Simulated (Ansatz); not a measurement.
# K8HPt4: the cost of one run

All numbers below are computed with Ansatz 0.2.0 (DFT PBEsol, plane waves, PAW, scalar-relativistic, no spin polarisation).

## Step 1: The structure to begin with

The cell holds 13 atoms (HK8Pt4): a = 7.563 Å, b = 7.563 Å, c = 7.563 Å, α = 90.00°, β = 90.00°, γ = 90.00°.

Coordinates:

```xyz
13
Lattice="7.5629 0.0000 0.0000 0.0000 7.5629 0.0000 0.0000 0.0000 7.5629" Properties=species:S:1:pos:R:3 pbc="T T T"
K     5.6722    5.6722    5.6722
K     1.8907    1.8907    1.8907
Pt    0.0000    0.0000    0.0000
K     1.8907    1.8907    5.6722
K     5.6722    5.6722    1.8907
Pt    3.7815    3.7815    0.0000
K     1.8907    5.6722    1.8907
K     5.6722    1.8907    5.6722
Pt    3.7815    0.0000    3.7815
K     5.6722    1.8907    1.8907
K     1.8907    5.6722    5.6722
Pt    0.0000    3.7815    3.7815
H    -0.0396    2.8545   -0.0190
```

## Step 2: Relaxing end A

input.yaml reads:

```yaml
crystal:
  lattice:
    - [7.562926, 0.0, 0.0]
    - [0.0, 7.562926, 0.0]
    - [0.0, 0.0, 7.562926]
  atoms:
    - { symbol: K, position: [0.75, 0.75, 0.75] }
    - { symbol: K, position: [0.25, 0.25, 0.25] }
    - { symbol: Pt, position: [0.0, 0.0, 0.0] }
    - { symbol: K, position: [0.25, 0.25, 0.75] }
    - { symbol: K, position: [0.75, 0.75, 0.25] }
    - { symbol: Pt, position: [0.5, 0.5, 0.0] }
    - { symbol: K, position: [0.25, 0.75, 0.25] }
    - { symbol: K, position: [0.75, 0.25, 0.75] }
    - { symbol: Pt, position: [0.5, 0.0, 0.5] }
    - { symbol: K, position: [0.75, 0.25, 0.25] }
    - { symbol: K, position: [0.25, 0.75, 0.75] }
    - { symbol: Pt, position: [0.0, 0.5, 0.5] }
    - { symbol: H, position: [-0.0052392, 0.3774285, -0.002507] }
basis:
  ecutwfc: 420.0
kpoints:
  mp_grid: { grid: [2, 2, 2] }
hamiltonian:
  xc: pbesol
scf:
  occupations: { method: fermi_dirac, width: 0.1 }
  lower_state_search: "off"
relax:
  f_tol: 0.03
  max_steps: 60
  adjacent_minimum: "off"
```

Run with:

```sh
$ ansatz run input.yaml --threads 2 --pin off --max-ram 5120MiB --backend cpu --events-out ev --progress --plain --runs-dir out
```

Q: Estimate wall time and peak memory on 2 threads of Intel Xeon Platinum 8259CL at 2.50GHz (Skylake/Cascade Lake), shared host.

About 66 s, with a peak of 0.9 GiB.
